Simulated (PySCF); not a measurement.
# C6H6F2OSi: geometry, NMR shifts and electronic excitations

Aim: predict the NMR shifts and electronic excitations of C6H6F2OSi (`Fc1ccc(O[SiH3])cc1F`).

The runs use PySCF 2.14.0, with density-fitted response routines of our own; the level of theory stands in each step. All values are computed, except where a source is named. Atoms are numbered from 0 throughout.

### 1 The molecule as given

16 atoms, charge 0, multiplicity 1; geometry from: GFN2-xTB.

Bonds of the start (Å): F0–C1 1.35, C1–C2 1.38, C2–C3 1.38, C3–C4 1.39, C4–O5 1.34, O5–Si6 1.63, C4–C7 1.39, C7–C8 1.38, C8–F9 1.34, C8–C1 1.39, C2–H10 1.08, C3–H11 1.08, Si6–H12 1.46, Si6–H13 1.46, Si6–H14 1.45, C7–H15 1.08.

### 2 Relaxing the molecule at PBE0-D3(BJ)/def2-SVP

The job: settings as JSON, then the geometry in Å.

```
{"job": {"xc": "PBE0", "basis": "def2-SVP", "d3": "d3bj", "grid": 1, "kind": "geom"}, "charge": 0, "multiplicity": 1}
F      3.772628    -0.071420    -0.037444
C      2.430662    -0.162499    -0.018774
C      1.825065    -1.406373    -0.054220
C      0.447999    -1.502925    -0.037847
C     -0.342584    -0.354796     0.013670
O     -1.673155    -0.500163     0.019133
Si    -2.929085     0.545966     0.002179
C      0.269896     0.893740     0.053085
C      1.648615     0.983161     0.036003
F      2.223436     2.196969     0.070350
H      2.443424    -2.288333    -0.096298
H     -0.035579    -2.465900    -0.066819
H     -2.848547     1.411590    -1.174801
H     -2.921668     1.371150     1.210838
H     -4.014055    -0.418242    -0.048086
H     -0.319861     1.794910     0.094829
```

What it wrote:

```text
step   0  E = -795.53829294  max force = 0.019962
step   1  E = -795.54329719  max force = 0.005406
step   2  E = -795.54344243  max force = 0.003401
step   3  E = -795.54350859  max force = 0.003103
step   4  E = -795.54353391  max force = 0.001529
step   5  E = -795.54355769  max force = 0.001005
step   6  E = -795.54356386  max force = 0.000335
optimisation converged
```

It took 72 s on 1 thread, shared host.

The steps of the relaxation:

```csv
step,energy from step 0 (eV),largest force component (eV/Å)
0,0.0000,1.0265
1,-0.1362,0.2780
2,-0.1401,0.1749
3,-0.1419,0.1596
4,-0.1426,0.0786
5,-0.1433,0.0517
6,-0.1434,0.0172
```

Distances of close pairs at the start and the end, largest changes first:

```csv
bond,before (Å),after (Å),change (Å)
O5–Si6,1.635,1.680,+0.046
Si6–H14,1.452,1.484,+0.032
Si6–H12,1.463,1.493,+0.030
Si6–H13,1.464,1.493,+0.029
C8–F9,1.343,1.326,-0.017
F0–C1,1.345,1.329,-0.016
C7–H15,1.078,1.092,+0.014
C2–H10,1.078,1.092,+0.014
```

The final coordinates are the input of the step that follows.

```csv
at the end point,value
"rotational constants (GHz, main isotopes)","2.556, 0.633, 0.510"
dipole moment (D),2.28
```

### 3 Nuclear shieldings: PBE0/pcSseg-1

The job: settings as JSON, then the geometry in Å.

```
{"job": {"kind": "nmr", "xc": "PBE0", "basis": "pcSseg-1"}, "charge": 0, "multiplicity": 1}
F      4.406867     0.271811    -0.170361
C      3.093805     0.070868    -0.118712
C      2.569093    -1.214153    -0.128737
C      1.193195    -1.414307    -0.080492
C      0.328232    -0.316775    -0.021297
O     -0.998888    -0.556849     0.019038
Si    -2.270224     0.542046     0.007250
C      0.855891     0.979634    -0.005885
C      2.231096     1.163054    -0.055303
F      2.732233     2.391130    -0.042964
H      3.261306    -2.056949    -0.177056
H      0.767428    -2.418279    -0.090226
H     -2.192670     1.406955    -1.207316
H     -2.225306     1.403668     1.225672
H     -3.498755    -0.290823    -0.008111
H      0.220978     1.866917     0.044471
```

With the program's defaults for keys left out, this is: GIAO PBE0/pcSseg-1 NMR shielding, non-relativistic, gas phase.

What it wrote:

```text
coarse grid: 15120 points
cycle   1  E = -795.7370825479  dE =  1.751e+00  |g| = 8.171e-01  |ddm| = 4.072e+00
cycle   2  E = -795.5654131147  dE =  1.717e-01  |g| = 1.267e+00  |ddm| = 1.739e+00
cycle   3  E = -795.8471183235  dE = -2.817e-01  |g| = 1.619e-01  |ddm| = 1.233e+00
cycle   4  E = -795.8526895318  dE = -5.571e-03  |g| = 6.160e-02  |ddm| = 2.138e-01
cycle   5  E = -795.8535031804  dE = -8.136e-04  |g| = 1.847e-02  |ddm| = 6.733e-02
cycle   6  E = -795.8535766401  dE = -7.346e-05  |g| = 5.280e-03  |ddm| = 2.110e-02
cycle   7  E = -795.8535833017  dE = -6.662e-06  |g| = 1.651e-03  |ddm| = 6.016e-03
final grid: 145824 points
cycle   8  E = -795.9331978042  dE = -2.699e-05  |g| = 1.055e-02  |ddm| = 4.126e-02
cycle   9  E = -795.9331655700  dE =  3.223e-05  |g| = 1.707e-02  |ddm| = 2.160e-02
cycle  10  E = -795.9332188524  dE = -5.328e-05  |g| = 9.511e-04  |ddm| = 1.395e-02
cycle  11  E = -795.9332190305  dE = -1.781e-07  |g| = 3.237e-04  |ddm| = 1.162e-03
cycle  12  E = -795.9332190515  dE = -2.100e-08  |g| = 1.433e-04  |ddm| = 4.416e-04
cycle  13  E = -795.9332190565  dE = -4.969e-09  |g| = 2.689e-05  |ddm| = 1.676e-04
cycle  14  E = -795.9332190567  dE = -1.612e-10  |g| = 1.158e-05  |ddm| = 3.441e-05
converged SCF energy = -795.9332190567

GIAO shielding tensors (ppm)
atom      isotropic    diamagn.    paramagn.     s11        s22        s33       span
  0 F      329.359     472.428    -143.070    264.872    295.402    427.802    162.930
  1 C       32.000     258.025    -226.025    -26.360     29.565     92.796    119.156
  2 C       60.834     258.772    -197.938    -25.527     42.994    165.035    190.562
  3 C       65.191     254.302    -189.111    -18.045     53.864    159.754    177.799
  4 C       26.541     250.151    -223.610    -58.423     24.086    113.960    172.382
  5 O      239.597     398.503    -158.906    162.966    249.004    306.821    143.855
  6 Si     386.923     879.182    -492.260    344.369    355.775    460.624    116.254
  7 C       76.567     263.993    -187.426      9.783     63.811    156.108    146.325
  8 C       26.216     251.773    -225.557    -37.673     23.518     92.803    130.476
  9 F      315.503     473.616    -158.113    245.176    281.132    420.202    175.027
 10 H       24.110      27.689      -3.578     20.731     24.877     26.722      5.991
 11 H       24.441      31.714      -7.273     20.481     25.096     27.745      7.264
 12 H       26.201      29.221      -3.020     23.202     24.691     30.710      7.508
 13 H       26.171      29.196      -3.025     23.131     24.595     30.787      7.656
 14 H       26.282      28.379      -2.097     22.626     24.842     31.376      8.750
 15 H       24.745      33.429      -8.684     20.424     24.533     29.279      8.856
```

It took 28 s on 1 thread, shared host.

The references, computed at this level on geometries of the same kind, shield at (ppm): ¹H TMS 31.27, ¹³C TMS 184.4, ²⁹Si TMS 352.0, ¹⁹F CFCl3 177.2, ¹⁷O H2O 334.6. Their shielding less the atom's gives the shift. The references are single molecules in the gas phase, so shifts against H2O, NH3, PH3, H3PO4 or CFCl3 are not on the usual liquid scales and can be off by tens of ppm. Atoms listed in one row are averaged.

```csv
atoms,environment,σ (ppm),δ (ppm),δ scaled to CDCl3
C8,aromatic carbon bearing fluorine,26.2,158.2,153.1
C4,aromatic carbon bearing oxygen,26.5,157.9,152.8
C1,aromatic carbon bearing fluorine,32.0,152.4,147.5
C2,aromatic CH,60.8,123.6,119.5
C3,aromatic CH,65.2,119.2,115.3
C7,aromatic CH,76.6,107.8,104.2
H10,hydrogen on an aromatic CH,24.11,7.16,7.00
H11,hydrogen on an aromatic CH,24.44,6.83,6.69
H15,hydrogen on an aromatic CH,24.75,6.52,6.40
"H12, H13, H14",hydrogen on a silicon bonded to O,26.22,5.05,–
F9,aryl fluorine,315.5,-138.3,–
F0,aryl fluorine,329.4,-152.1,–
O5,"oxygen bonded to C, Si",239.6,95.0,–
Si6,"silicon bonded to O, 3 H",386.9,-34.9,–
```

The scaled column applies a straight-line fit of computed shieldings to shifts measured in CDCl3, and one for carbons that bear F (root-mean-square error 0.21 ppm for H, 2.0 ppm for C).

Charges from the same density, by scheme (e):

```csv
atoms,Mulliken,IAO,Hirshfeld,ESP fit
F0,-0.27,-0.25,-0.08,-0.15
C1,0.26,0.24,0.06,0.12
C2,-0.15,-0.18,-0.06,-0.19
C3,-0.10,-0.19,-0.07,-0.40
C4,0.34,0.21,0.08,0.51
O5,-0.64,-0.57,-0.20,-0.44
Si6,0.66,0.83,0.40,0.57
C7,-0.25,-0.25,-0.09,-0.53
C8,0.28,0.27,0.07,0.33
F9,-0.26,-0.25,-0.07,-0.16
```

Mayer bond orders: F0–C1 0.91, C1–C2 1.43, C2–C3 1.42, C3–C4 1.42, C4–O5 0.91, O5–Si6 0.88, C4–C7 1.34, C7–C8 1.44, C8–F9 0.91, C8–C1 1.35.

Ring of atoms C1, C2, C3, C4, C7, C8: NICS(0) -12.5, NICS(1) -11.2, NICS(1)zz -25.4 ppm (means of both faces).

### 4 Excited states and response: wB97X-D/def2-SVPD

Same as in step 3 but for these lines:

```diff
@@ -1,2 +1,2 @@
-{"job": {"kind": "nmr", "xc": "PBE0", "basis": "pcSseg-1"}, "charge": 0, "multiplicity": 1}
+{"job": {"kind": "uv", "xc": "wB97X-D", "basis": "def2-SVPD", "ip": true}, "charge": 0, "multiplicity": 1}
 F      4.406867     0.271811    -0.170361
```

With the program's defaults for keys left out, this is: TDDFT wB97X-D/def2-SVPD, vertical, gas phase, core orbitals frozen in the response.

What it wrote:

```text
coarse grid: 15120 points
cycle   1  E = -795.8027103659  dE =  1.948e+00  |g| = 8.364e-01  |ddm| = 8.821e+00
cycle   2  E = -795.7670205538  dE =  3.569e-02  |g| = 9.970e-01  |ddm| = 2.648e+00
cycle   3  E = -795.9390366688  dE = -1.720e-01  |g| = 8.911e-02  |ddm| = 1.527e+00
cycle   4  E = -795.9405911507  dE = -1.554e-03  |g| = 3.697e-02  |ddm| = 2.931e-01
cycle   5  E = -795.9409047726  dE = -3.136e-04  |g| = 1.122e-02  |ddm| = 1.220e-01
cycle   6  E = -795.9409316770  dE = -2.690e-05  |g| = 2.870e-03  |ddm| = 4.195e-02
cycle   7  E = -795.9409336353  dE = -1.958e-06  |g| = 8.782e-04  |ddm| = 8.479e-03
final grid: 145824 points
cycle   8  E = -796.0524519055  dE = -1.237e-04  |g| = 7.786e-03  |ddm| = 3.947e-01
cycle   9  E = -796.0524517147  dE =  1.909e-07  |g| = 8.814e-03  |ddm| = 4.207e-02
cycle  10  E = -796.0524634827  dE = -1.177e-05  |g| = 4.801e-04  |ddm| = 1.157e-02
cycle  11  E = -796.0524635687  dE = -8.603e-08  |g| = 3.176e-04  |ddm| = 4.328e-03
cycle  12  E = -796.0524635932  dE = -2.447e-08  |g| = 7.030e-05  |ddm| = 1.273e-03
cycle  13  E = -796.0524635955  dE = -2.314e-09  |g| = 2.987e-05  |ddm| = 3.126e-04
cycle  14  E = -796.0524635960  dE = -5.145e-10  |g| = 1.557e-05  |ddm| = 1.183e-04
converged SCF energy = -796.0524635960

Static polarisability (au): isotropic 99.617, principal 66.246 102.367 130.238

Singlet excitations
state   eV       nm        f      main configurations
  1   5.1108    242.6   0.04055   H->L 0.82, H-1->L+1 0.16
  2   6.0217    205.9   0.06453   H->L+1 0.69, H-1->L 0.29
  3   6.4962    190.9   0.00078   H->L+2 0.71, H->L+3 0.10
  4   6.7404    183.9   0.00178   H->L+4 0.74, H->L+2 0.10
  5   6.9004    179.7   0.72678   H-1->L 0.67, H->L+1 0.28
  6   7.1329    173.8   0.41250   H-1->L+1 0.78, H->L 0.15
  7   7.1667    173.0   0.01041   H->L+3 0.50, H->L+5 0.19, H->L+6 0.10
  8   7.5453    164.3   0.00646   H-1->L+4 0.58, H->L+5 0.11, H->L+6 0.11
  9   7.6283    162.5   0.00026   H->L+6 0.41, H-1->L+2 0.16, H-1->L+3 0.15
 10   7.7213    160.6   0.01348   H->L+5 0.45, H->L+3 0.24, H->L+6 0.13

Triplet excitations (Tamm-Dancoff, eV): 4.1176 4.1990 4.7947 5.6999
Vertical ionisation energy (delta-SCF) = 8.6954 eV
```

Run time: 2.9 min. Hardware: 1 thread, shared host.

The orbitals next to the gap, with their largest atomic shares:

```csv
orbital,eV,atoms
HOMO−3,-11.51,"O5 31 %, Si6 20 %, H12 15 %"
HOMO−2,-11.45,"O5 24 %, Si6 19 %, H13 17 %"
HOMO−1,-9.56,"C7 26 %, C2 20 %, C3 15 %"
HOMO,-8.58,"C1 18 %, C4 15 %, O5 15 %"
LUMO,0.98,"C2 22 %, C7 19 %, C3 15 %"
LUMO+1,1.54,"C4 21 %, C1 17 %, C3 13 %"
LUMO+2,1.67,"Si6 41 %, H13 13 %, H12 13 %"
```

With each of the 10 states as a Gaussian band of 0.4 eV half-width at 1/e, the curve within the window shown has maxima at 243 nm (ε 1,700), 178 nm (ε 43,000) L/(mol cm). Beyond the last state computed it falls off for lack of states. The curve at chosen wavelengths:

(nm, ε (L/mol/cm)): (155, 515), (160, 2364), (165, 9402), (169, 21145), (174, 37662), (179, 42857), (184, 32892), (189, 18096), (193, 9543), (198, 4524), (203, 3166), (208, 2738), (213, 2180), (217, 1668), (222, 1219), (227, 1122), (232, 1295), (237, 1535), (241, 1647), (246, 1610), (251, 1393), (256, 1078), (261, 755), (265, 532), (270, 320), (275, 179)

Further results of this job:

```csv
property,computed
dipole moment (D),2.54
polarisability (Å³),14.76
HOMO–LUMO gap (eV),9.56
−ε(HOMO) (eV),8.58
```

### 5 Nuclear shieldings: wB97X-D/pcSseg-1

Same as in step 4 but for these lines:

```diff
@@ -1,2 +1,2 @@
-{"job": {"kind": "uv", "xc": "wB97X-D", "basis": "def2-SVPD", "ip": true}, "charge": 0, "multiplicity": 1}
+{"job": {"kind": "nmr", "xc": "wB97X-D", "basis": "pcSseg-1", "pop": false}, "charge": 0, "multiplicity": 1}
 F      4.406867     0.271811    -0.170361
```

Level: GIAO wB97X-D/pcSseg-1 NMR shielding, non-relativistic, gas phase.

What it wrote:

```text
coarse grid: 15120 points
cycle   1  E = -796.1970213827  dE =  2.032e+00  |g| = 8.963e-01  |ddm| = 4.026e+00
cycle   2  E = -796.1546243293  dE =  4.240e-02  |g| = 1.082e+00  |ddm| = 1.440e+00
cycle   3  E = -796.3431340092  dE = -1.885e-01  |g| = 8.669e-02  |ddm| = 8.372e-01
cycle   4  E = -796.3445446994  dE = -1.411e-03  |g| = 3.829e-02  |ddm| = 1.018e-01
cycle   5  E = -796.3448659914  dE = -3.213e-04  |g| = 1.103e-02  |ddm| = 4.096e-02
cycle   6  E = -796.3448907086  dE = -2.472e-05  |g| = 2.985e-03  |ddm| = 1.264e-02
cycle   7  E = -796.3448926340  dE = -1.925e-06  |g| = 9.531e-04  |ddm| = 3.237e-03
final grid: 145824 points
cycle   8  E = -796.4274644315  dE = -1.689e-04  |g| = 7.892e-03  |ddm| = 6.849e-02
cycle   9  E = -796.4274644758  dE = -4.429e-08  |g| = 8.358e-03  |ddm| = 1.557e-02
cycle  10  E = -796.4274740032  dE = -9.527e-06  |g| = 6.977e-04  |ddm| = 5.688e-03
cycle  11  E = -796.4274740997  dE = -9.654e-08  |g| = 2.950e-04  |ddm| = 1.136e-03
cycle  12  E = -796.4274741176  dE = -1.782e-08  |g| = 8.521e-05  |ddm| = 3.766e-04
cycle  13  E = -796.4274741199  dE = -2.385e-09  |g| = 3.120e-05  |ddm| = 1.189e-04
cycle  14  E = -796.4274741205  dE = -5.227e-10  |g| = 1.517e-05  |ddm| = 7.024e-05
converged SCF energy = -796.4274741205

GIAO shielding tensors (ppm)
atom      isotropic    diamagn.    paramagn.     s11        s22        s33       span
  0 F      336.416     472.377    -135.960    275.263    305.040    428.946    153.683
  1 C       31.130     258.422    -227.292    -29.433     29.979     92.845    122.277
  2 C       59.233     259.524    -200.291    -28.943     41.439    165.204    194.147
  3 C       64.177     254.744    -190.568    -20.849     53.347    160.032    180.881
  4 C       25.116     250.585    -225.469    -63.774     24.451    114.670    178.444
  5 O      245.719     399.348    -153.629    174.120    254.872    308.164    134.045
  6 Si     386.728     879.013    -492.285    345.164    356.712    458.307    113.143
  7 C       75.739     264.591    -188.851      8.037     63.117    156.064    148.027
  8 C       24.978     252.358    -227.379    -41.563     23.791     92.707    134.271
  9 F      322.402     473.789    -151.387    254.362    290.267    422.577    168.216
 10 H       24.175      27.591      -3.415     20.836     24.889     26.801      5.966
 11 H       24.516      31.789      -7.273     20.572     25.136     27.840      7.268
 12 H       26.395      29.440      -3.045     23.389     24.915     30.880      7.490
 13 H       26.367      29.411      -3.044     23.325     24.817     30.959      7.634
 14 H       26.469      28.485      -2.016     22.810     24.994     31.602      8.792
 15 H       24.823      33.565      -8.742     20.492     24.600     29.378      8.887
```

It took 33 s on 1 thread, shared host.

This run: δ C8 159.6, C4 159.4, C1 153.4, C2 125.3, H10 7.20, H11 6.86 ppm.

### 6 Run by run: NMR shifts

Shifts (ppm) of some atoms, chosen among heavy atoms and hydrogens apart, means over like atoms, with basis size and wall time:

```csv
run,C4,C2,H10,H12,F9,F0,O5,functions,time
PBE0/pcSseg-1,157.9,123.6,7.16,5.05,-138.3,-152.1,95.0,207,28 s
wB97X-D/pcSseg-1,159.4,125.3,7.20,4.97,-135.2,-149.3,87.5,207,33 s
```

### 7 Summary of results

```
                                                              quantity                                         value
                                  rotational constants (main isotopes)                          2.56, 0.63, 0.51 GHz
                                ¹³C shifts against TMS (PBE0/pcSseg-1)  158.2, 157.9, 152.4, 123.6, 119.2, 107.8 ppm
¹H shifts against TMS (PBE0/pcSseg-1, means over atoms taken as alike)                    7.16, 6.83, 6.52, 5.05 ppm
                              ¹⁹F shifts against CFCl3 (PBE0/pcSseg-1)                            -138.3, -152.1 ppm
                                ¹⁷O shifts against H2O (PBE0/pcSseg-1)                                      95.0 ppm
                               ²⁹Si shifts against TMS (PBE0/pcSseg-1)                                     -34.9 ppm
                                    lowest singlet (wB97X-D/def2-SVPD)                   5.11 eV (243 nm), f = 0.041
                              brightest single state of those computed                   state 5, 6.90 eV, f = 0.727
                                                        lowest triplet                                       4.12 eV
                                     vertical ionisation energy (ΔSCF)                                       8.70 eV
                                              range of the shift of O5                              87.5 to 95.0 ppm
```

Relaxing lowered the energy by 0.143 eV in 6 steps; the close pair that moved most is O5–Si6, from 1.635 to 1.680 Å. At PBE0/pcSseg-1: Shielding is most anisotropic at C2 (span 191 ppm, paramagnetic term -198 ppm). NICS(1)zz of -25 ppm above the planar ring from C1 marks a diatropic (aromatic) ring current. The first singlet state (HOMO→LUMO 0.82, HOMO−1→LUMO+1 0.16) lies at 5.11 eV and is weak; of the 10 states computed, the strongest absorption comes from state 5 at 6.90 eV. The lowest triplet lies 0.99 eV below the lowest singlet (triplets in Tamm-Dancoff, singlets in full TDDFT). The orbital energy would give 8.58 eV for ionisation, ΔSCF gives 8.70 eV. Across the 2 runs the shift of O5 moves most, between 87.5 (wB97X-D/pcSseg-1) and 95.0 ppm (PBE0/pcSseg-1).
